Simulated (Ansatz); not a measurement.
**SnH3S− (SMILES [S-][SnH3]): single points off equilibrium**

An exercise on one series of results from a longer session: the logs are not shown, and one member is left open.

The runs use Ansatz 0.2.0, Gaussian basis; single points in def2-TZVPPD.

Correlated methods freeze the cores. Filled d shells of the heavier atoms are correlated. Core potentials replace the inner electrons past krypton, and spin-orbit coupling is left out.

### Starting geometry

SMILES `[S-][SnH3]`, 5 atoms, charge -1, spin multiplicity 1.

Atoms are counted from 1 here; the program's logs count them from 0.

Bond lengths: S1–Sn2 2.281 Å, Sn2–H3 1.818 Å, Sn2–H4 1.755 Å, Sn2–H5 1.743 Å. Angles: S1–Sn2–H3 118.5°, S1–Sn2–H4 118.5°, S1–Sn2–H5 115.8°, H3–Sn2–H4 101.2°, H3–Sn2–H5 98.7°, H4–Sn2–H5 100.8°.

Coordinates:

```xyz
5

S    -2.0034    0.4470    1.0726
Sn   -0.0292    0.0007    0.0200
H     0.1248    0.4104   -1.7450
H     0.5791   -1.6449    0.0433
H     1.3605    0.8699    0.6138
```

Set-up of the first run:

Input file run/in.yaml:

```yaml
crystal:
  periodic: [false, false, false]
  atoms:
    - {symbol: S, position_ang: [-2.003400, 0.447000, 1.072600]}
    - {symbol: Sn, position_ang: [-0.029200, 0.000700, 0.020000]}
    - {symbol: H, position_ang: [0.124800, 0.410400, -1.745000]}
    - {symbol: H, position_ang: [0.579100, -1.644900, 0.043300]}
    - {symbol: H, position_ang: [1.360500, 0.869900, 0.613800]}
basis:
  gaussian: {orbitals: "def2-TZVPPD.json"}
total_charge: -1
correlation: {method: ccsd_t}
output: {forces: true}
```

The basis file named in the input lies beside it (Basis Set Exchange, JSON).

The command line of these runs was not kept.

Among the steps run: CCSD(T)/def2-TZVPPD; PBE0-D4/def2-TZVPPD; wB97M-V/def2-TZVPPD; r2SCAN-D4/def2-TZVPPD; PBE-D4/def2-TZVPPD; HSE06-D4/def2-TZVPPD; BHLYP-D4/def2-TZVPPD.

One table of the session follows, with a row left open; its other results are not shown here.

| method | RMS force component (eV/Å) | angle to CCSD(T) forces (°) |
| --- | --- | --- |
| CCSD(T) | 0.402 | reference |
| PBE0-D4 | 0.308 | 11.6 |
| wB97M-V | 0.357 | 6.0 |
| r2SCAN-D4 | 0.311 | 11.4 |
| PBE-D4 | ? | ? |
| HSE06-D4 | 0.309 | 11.6 |
| BHLYP-D4 | 0.365 | 5.5 |

Q: Estimate the row for PBE-D4 from the others.

As computed: RMS force component (eV/Å): 0.330; angle to CCSD(T) forces (°): 26.9. In the column «RMS force component (eV/Å)» it lies between r2SCAN-D4 (0.311) and wB97M-V (0.357).
